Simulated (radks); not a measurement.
# Ionisation of Sr³⁺: one atom, several choices of exchange strength α

One table from this session's results is given with a row withheld; the runs are named, their logs left out.

The numbers are computed with radks (a radial shooting solver on a logarithmic mesh, Libxc functionals) version 1 (scalar-relativistic Kohn-Sham, spin-polarised, spherical densities, finite nucleus; open shells are filled with parallel spins first), except any that are marked as measured or tabulated.

## The system

- element: strontium (Z = 38)
- charge: +3
- electrons: 35
- configuration: [Ar] 3d10 4s2 4p5
- ion: Sr⁴⁺, [Ar] 3d10 4s2 4p4
- choices: α = 0.667; α = 0.675; α = 0.77; α = 0.872; α = 0.971; α = 1.002

The outer shells:

Sr³⁺
```
[Ar] core
3d [↑↓][↑↓][↑↓][↑↓][↑↓]
4s [↑↓]
4p [↑↓][↑↓][↑ ]
```

Sr⁴⁺
```
[Ar] core
3d [↑↓][↑↓][↑↓][↑↓][↑↓]
4s [↑↓]
4p [↑↓][↑ ][↑ ]
```

The first run:

Settings of this run:

```text
Z 38
configuration [Ar] 3d10 4s2 4p5
relativity scalar-relativistic
functional xalpha 0.667
spin polarised
nucleus finite rms 4.224 fm
c 137.035999084
```

Among the steps run: α = 0.667: Sr³⁺.

One table of the session follows, with a row left open; its other results are not shown here.

It belongs to the step «α = 0.667: Sr³⁺». From the orbitals of this run (lengths in bohr):

| level | <r> | outermost maximum (interpolated) | 90 % within | nodes |
| --- | --- | --- | --- | --- |
| 3p up | 0.4992 | 0.431 | 0.759 | 1 |
| 3p down | 0.4990 | 0.431 | 0.758 | 1 |
| 3d up | 0.4984 | 0.376 | 0.809 | 0 |
| 3d down | 0.4978 | 0.376 | 0.807 | 0 |
| 4s up | 1.326 | 1.18 | 1.93 | 3 |
| 4s down | 1.326 | 1.18 | 1.94 | 3 |
| 4p up | ? | ? | ? | ? |
| 4p down | 1.499 | 1.30 | 2.22 | 2 |

**Question.** Estimate the row for 4p up.

**Answer.** <r>: 1.494; outermost maximum (interpolated): 1.30; 90 % within: 2.21; nodes: 2. In the column «<r>» it lies between 4s down (1.326) and 4p down (1.499).

To keep in mind: Open shells are spherical and high-spin; term and fine-structure splittings are not resolved.
